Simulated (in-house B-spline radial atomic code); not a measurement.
**Er¹⁷⁺: binding energies from hole states**

Aim: binding energies of the shells of Er¹⁷⁺, from runs with electrons taken out, set against the orbital energies of the parent.

Method: Dirac-Hartree-Fock, average of configuration, Fermi nucleus, basis-set limit. Code: in-house B-spline radial atomic code version 1.

## (1) The atom as given

```
element       : erbium (Z = 68)
charge        : +17
electrons     : 51
configuration : [Kr] 4d10 4f5
Hamiltonian   : Dirac-Coulomb
nucleus       : Fermi, rms radius 5.252 fm
```

The outer shells:

[Kr] 4d10 4f5
```
[Kr] core
4d [↑↓][↑↓][↑↓][↑↓][↑↓]
4f [↑ ][↑ ][↑ ][↑ ][↑ ][  ][  ]
```

The boxes draw the filling by Hund's rule, which heavy ions in jj coupling don't follow; these runs average over all states of the configuration.

Settings, as recorded:

```ini
Z = 68
electrons = 51.0
configuration = [Kr] 4d10 4f5
hamiltonian = dirac
method = hf
spin_polarised = False
nucleus = fermi
rms_radius = 5.2516
mass_number = 166
atomic_mass = 165.930301067
speed_of_light = 137.035999084
```

From the earlier run of the reference: total energy -12993.365841 hartree. Levels, eight at most:

```csv
orbital,occupation,energy (eV),<r> (bohr)
3d5/2,6,-1859.11,0.2050
4s1/2,2,-868.60,0.4981
4p1/2,2,-780.04,0.5044
4p3/2,4,-732.49,0.5299
4d3/2,4,-584.12,0.5436
4d5/2,6,-574.97,0.5522
4f5/2,2.14286,-401.79,0.5706
4f7/2,2.85714,-400.13,0.5745
```

## (2) The 3d5/2 hole

In configurations, a minus sign after the shell means j = l − 1/2 and a plus sign j = l + 1/2; the count of electrons follows.

Settings, as recorded:

```ini
Z = 68
electrons = 50.0
configuration = 1s2 2s2 2p6 3s2 3p6 3d-4 3d+5 4s2 4p6 4d10 4f5
hamiltonian = dirac
method = hf
spin_polarised = False
nucleus = fermi
rms_radius = 5.2516
mass_number = 166
atomic_mass = 165.930301067
speed_of_light = 137.035999084
```

## (3) The 4s hole

Settings: those of step 2 with these lines changed.

```diff
@@ -2,3 +2,3 @@
 electrons = 50.0
-configuration = 1s2 2s2 2p6 3s2 3p6 3d-4 3d+5 4s2 4p6 4d10 4f5
+configuration = 1s2 2s2 2p6 3s2 3p6 3d10 4s1 4p6 4d10 4f5
 hamiltonian = dirac
```

## (4) The 4p1/2 hole

Settings: those of step 3 with these lines changed.

```diff
@@ -2,3 +2,3 @@
 electrons = 50.0
-configuration = 1s2 2s2 2p6 3s2 3p6 3d10 4s1 4p6 4d10 4f5
+configuration = 1s2 2s2 2p6 3s2 3p6 3d10 4s2 4p-1 4p+4 4d10 4f5
 hamiltonian = dirac
```

## (5) The 4p3/2 hole

Settings: those of step 4 with these lines changed.

```diff
@@ -2,3 +2,3 @@
 electrons = 50.0
-configuration = 1s2 2s2 2p6 3s2 3p6 3d10 4s2 4p-1 4p+4 4d10 4f5
+configuration = 1s2 2s2 2p6 3s2 3p6 3d10 4s2 4p-2 4p+3 4d10 4f5
 hamiltonian = dirac
```

## (6) The 4d3/2 hole

Settings: those of step 5 with these lines changed.

```diff
@@ -2,3 +2,3 @@
 electrons = 50.0
-configuration = 1s2 2s2 2p6 3s2 3p6 3d10 4s2 4p-2 4p+3 4d10 4f5
+configuration = 1s2 2s2 2p6 3s2 3p6 3d10 4s2 4p6 4d-3 4d+6 4f5
 hamiltonian = dirac
```

## (7) The 4d5/2 hole

Settings: those of step 6 with these lines changed.

```diff
@@ -2,3 +2,3 @@
 electrons = 50.0
-configuration = 1s2 2s2 2p6 3s2 3p6 3d10 4s2 4p6 4d-3 4d+6 4f5
+configuration = 1s2 2s2 2p6 3s2 3p6 3d10 4s2 4p6 4d-4 4d+5 4f5
 hamiltonian = dirac
```

## (8) The 4f hole

Settings: those of step 7 with these lines changed.

```diff
@@ -2,3 +2,3 @@
 electrons = 50.0
-configuration = 1s2 2s2 2p6 3s2 3p6 3d10 4s2 4p6 4d-4 4d+5 4f5
+configuration = 1s2 2s2 2p6 3s2 3p6 3d10 4s2 4p6 4d10 4f4
 hamiltonian = dirac
```

What does each hole state cost in eV, and how does that compare with the orbital energies or single holes?

The runs gave:

| hole | ΔSCF (eV) | with Breit, QED, recoil (eV) | −ε of the parent (eV) | −ε less ΔSCF (eV) |
| --- | --- | --- | --- | --- |
| 3d5/2 | 1842.78 | 1841.40 | 1859.11 | 16.34 |
| 4s | 865.36 | 863.88 | 868.60 | 3.24 |
| 4p1/2 | 776.85 | 775.58 | 780.04 | 3.19 |
| 4p3/2 | 729.69 | 728.93 | 732.49 | 2.80 |
| 4d3/2 | 581.40 | 581.04 | 584.12 | 2.72 |
| 4d5/2 | 572.39 | 572.20 | 574.97 | 2.59 |
| 4f | 398.43 | 398.53 | - | - |

**Reading.** Relaxation of the remaining electrons brings each binding energy under −ε, by 16.3 eV for 3d5/2 and 2.59 eV for 4d5/2. A dash stands where an open shell is averaged over j, so that no single parent level belongs to the hole. Values are for the free ion, measured from the vacuum level.
